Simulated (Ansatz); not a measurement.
**BrClFSi radical: small, medium and large basis sets**

An exercise on one series of results from a longer session: the logs are not shown, and one member is left open.

Method: one geometry, several basis sets; program: Ansatz 0.2.0, Gaussian basis.

The runs, in order: PBE0-D4/def2-SVP; ωB97M-V/def2-SVP; PBE0-D4/def2-QZVPP; ωB97M-V/def2-QZVPP; the functionals' def2-TZVPP values are taken from earlier runs.

**Structure used throughout**

The geometry comes from an earlier relaxation with PBE0-D4 in a triple-zeta def2 set; it is a stationary point.

SMILES `F[Si](Cl)Br`, 4 atoms, charge 0, spin multiplicity 2.

Atoms are counted from 1 here; the program's logs count them from 0.

Bond lengths: F1–Si2 1.590 Å, Si2–Cl3 2.040 Å, Si2–Br4 2.209 Å. Angles: F1–Si2–Cl3 107.6°, F1–Si2–Br4 108.2°, Cl3–Si2–Br4 111.0°.

As a file:

```xyz
4
charge 0, multiplicity 2
F    -0.53225    0.67424   -1.34291
Si   -0.28089   -0.39079   -0.18992
Cl   -1.02706    0.38797    1.54194
Br    1.89570   -0.73172   -0.02941
```

Set-up of the first run:

The input, in.yaml:

```yaml
crystal:
  periodic: [false, false, false]
  atoms:
    - {symbol: F, position_ang: [-0.532247, 0.674241, -1.342913]}
    - {symbol: Si, position_ang: [-0.280888, -0.390794, -0.189919]}
    - {symbol: Cl, position_ang: [-1.027063, 0.387973, 1.541940]}
    - {symbol: Br, position_ang: [1.895698, -0.731719, -0.029408]}
basis:
  gaussian: {orbitals: def2-SVP}
magnetization: {spin_polarized: true, initial_magnetization: 1}
hamiltonian: {xc: pbe0, dispersion: d4}
output: {orbitals: {seedname: orbitals}}
```

Steps of the session up to this table: PBE0-D4 in def2-SVP; ωB97M-V in def2-SVP; PBE0-D4 in def2-QZVPP; ωB97M-V in def2-QZVPP.

One table of the session follows, with a row left open; its other results are not shown here.

It belongs to the step «Density functionals: the series». 

| functional | basis | HOMO (eV) | LUMO (eV) |
| --- | --- | --- | --- |
| PBE0-D4 | def2-SVP | ? | ? |
| PBE0-D4 | def2-TZVPP | -7.19 | -3.45 |
| PBE0-D4 | def2-QZVPP | -7.22 | -3.50 |
| ωB97M-V | def2-SVP | -8.83 | -1.78 |
| ωB97M-V | def2-TZVPP | -8.94 | -1.86 |
| ωB97M-V | def2-QZVPP | -8.98 | -1.93 |

Q: Estimate the row for PBE0-D4, def2-SVP from the others.

As computed: HOMO (eV): -7.11; LUMO (eV): -3.44. In the column «HOMO (eV)» it is the highest.
